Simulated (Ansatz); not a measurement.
**Cu: a tetragonal deformation path**

An exercise on one series of results from a longer session: the logs are not shown, and one member is left open.

Method: DFT LDA, scalar-relativistic, plane waves, PAW, in Ansatz 0.2.0.

### The structure to begin with

It takes space group I4/mmm (No. 139, tetragonal). The conventional cell has a = 2.886 Å, b = 2.886 Å, c = 2.752 Å, α = 90.00°, β = 90.00°, γ = 90.00°. Around Cu (site symmetry 4/mmm) lie 10 Cu at 2.46 to 2.75 Å.

As a file:

```
CELL_PARAMETERS angstrom
-1.44279 1.44279 1.37608
1.44279 -1.44279 1.37608
1.44279 1.44279 -1.37608
ATOMIC_POSITIONS crystal
Cu 0.00000 0.00000 0.00000
```

It goes back to an entry of the Materials Project, which need not be the stable form.

The cell is taken as given, not relaxed at this level.

The first run:

Input file input.yaml:

```yaml
crystal:
  lattice:
    - [-1.44279332, 1.44279332, 1.37608145]
    - [1.44279332, -1.44279332, 1.37608145]
    - [1.44279332, 1.44279332, -1.37608145]
  atoms:
    - { symbol: Cu, position: [0.0, 0.0, 0.0] }
basis:
  ecutwfc: 420
kpoints:
  mp_grid: { grid: [26, 26, 26] }
hamiltonian:
  xc: lda
scf:
  occupations: { method: gaussian, width: 0.15 }
output:
  forces: true
  stress: true
  eigenvalues: true
```

Steps of the session up to this table: The reference: the undisturbed cell on the scan's mesh; ρ = 0.850; ρ = 1.200; Point ρ = 0.920; ρ = 1.100.

One table of the session follows, with a row left open; its other results are not shown here.

```
    ρ  ΔE (meV/atom)  pressure (GPa)
0.850           19.7            -5.9
0.920            1.5            -7.4
1.000            0.0            -7.8
1.100              ?               ?
1.200           -8.9            -7.9
```

Q: Estimate the row for ρ = 1.100 from the others.

Worked estimate for «ΔE (meV/atom)». A straight line through the neighbours (1.000, 0.0) and (1.200, -8.9) gives 0.0 + (-8.9 − 0.0) × (1.100 − 1.000) / (1.200 − 1.000) = -4.5; a parabola fitted to 3 rows on both sides gives -3.5.

As computed: ΔE (meV/atom): -0.7; pressure (GPa): -7.8. In «ΔE (meV/atom)» the line misses by -3.8 and the parabola by -2.8. Between these rows the values bend or scatter more than so simple an estimate can follow.
